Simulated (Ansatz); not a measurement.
# BAuCl3: the cost of one run

Computed with Ansatz 0.2.0 (DFT PBE, scalar-relativistic, plane waves, PAW, unless a step's input says otherwise).

2 further runs of the same task are left out: 1 that didn't finish, 1 set aside as unsound or not needed.

**1. The starting structure**

Symmetry: Pm-3m, No. 221, cubic system. The conventional cell has a = 4.598 Å, b = 4.598 Å, c = 4.598 Å, α = 90.00°, β = 90.00°, γ = 90.00°. Around B (site symmetry m-3m) lie 12 Cl at 3.25 Å. Au (site symmetry m-3m) has 6 Cl at 2.30 Å in its first shell of neighbours. Cl (site symmetry 4/mmm) is surrounded by 2 Au at 2.30 Å.

As a file:

```
CELL_PARAMETERS angstrom
4.59850 0.00000 0.00000
0.00000 4.59850 0.00000
0.00000 0.00000 4.59850
ATOMIC_POSITIONS crystal
B 0.00000 0.00000 0.00000
Au 0.50000 0.50000 0.50000
Cl 0.00000 0.50000 0.50000
Cl 0.50000 0.00000 0.50000
Cl 0.50000 0.50000 0.00000
```

(A quick probe on a coarse mesh, which set the mesh and smearing, is not shown.)

**3. A loose first relaxation**

The input, input.yaml:

```yaml
crystal:
  lattice:
    - [4.5984956778, 0.0, 0.0]
    - [0.0, 4.5984956778, 0.0]
    - [0.0, 0.0, 4.5984956778]
  atoms:
    - { symbol: B, position: [0.0, 0.0, 0.0] }
    - { symbol: Au, position: [0.5, 0.5, 0.5] }
    - { symbol: Cl, position: [0.0, 0.5, 0.5] }
    - { symbol: Cl, position: [0.5, 0.0, 0.5] }
    - { symbol: Cl, position: [0.5, 0.5, 0.0] }
basis:
  ecutwfc: 420
kpoints:
  mp_grid: { grid: [4, 4, 4] }
hamiltonian:
  xc: pbe
scf:
  occupations: { method: gaussian, width: 0.1 }
  lower_state_search: "off"
output:
  forces: true
  stress: true
  eigenvalues: true
relax:
  adjacent_minimum: "off"
  f_tol: 0.04
  max_steps: 70
  cell: { stress_tol: 0.4 }
```

On the command line:

```console
> ansatz run input.yaml --threads 1 --pin off --max-ram 2560MiB --backend cpu --events-out ev --progress --plain --runs-dir out
```

**Question.** How long does this run take on 1 thread of Arm Neoverse V1, shared host, and how much memory does it need?

About 10 s, with a peak of 0.36 GiB.
